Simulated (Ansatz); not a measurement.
**PtPb in Ansatz: convergence with smearing width**

Input of the first run (smearing width 0.3 eV); the others differ in this setting and in those tied to it:

Contents of input.yaml:

```yaml
crystal:
  lattice:
    - [0.0, 2.86520012, 2.86520012]
    - [2.86520012, 0.0, 2.86520012]
    - [2.86520012, 2.86520012, 0.0]
  atoms:
    - { symbol: Pt, position: [0.25, 0.25, 0.25] }
    - { symbol: Pb, position: [0.0, 0.0, 0.0] }
hamiltonian:
  xc: pbe0
  pseudopotentials: { kind: paw, source: jth }
kpoints:
  mp_grid: { grid: [4, 4, 4] }
scf:
  occupations: { method: gaussian, width: 0.3 }
output:
  forces: true
  stress: true
  eigenvalues: true
```

Potentials or basis: JTH PAW.

Command:

```console
$ ansatz run input.yaml --threads 2 --pin off --max-ram 5632MiB --backend cpu --events-out ev --progress --plain --runs-dir out
```

The cell was built by a generator and needn't be a form met in nature.

Hardware: 2 threads of Arm Neoverse N1, on a shared host.

```tsv
smearing width	energy less the tightest run, at zero smearing (meV/atom)	pressure (GPa)	SCF cycles	CPU time (s)	peak memory (GiB)
0.3 eV	-0.59	27.49	29	510	2.3
0.2 eV	-2.11	27.32	27	500	2.3
0.15 eV	-1.87	27.29	34	620	2.4
0.1 eV	-1.26	27.29	23	570	2.4
0.05 eV	-0.60	27.29	26	490	2.3
0.025 eV	-0.26	27.29	29	560	2.4
0.01 eV	-0.07	27.29	31	570	2.4
0.005 eV	0.00	27.29	33	560	2.4
```

Against the tightest run, the energy stays within 1 meV/atom from 0.05 eV on; the pressure stays within 0.1 GPa from 0.2 eV on. Narrower smearing needs a denser k mesh, so at a fixed mesh the narrowest width isn't the most accurate. The tightest run that finished is the yardstick and may itself not be fully converged.

Caveat, for the tightest run too: the k mesh is coarse (spacing up to 0.47 Å⁻¹), so the values aren't converged, least of all with exact exchange; so large a pressure means that the cell lies far from this level's equilibrium, or that cutoff or potentials fall short; the thresholds are loose for stress. The run has no spin-orbit coupling, so splittings on Pb, Pt are missing.
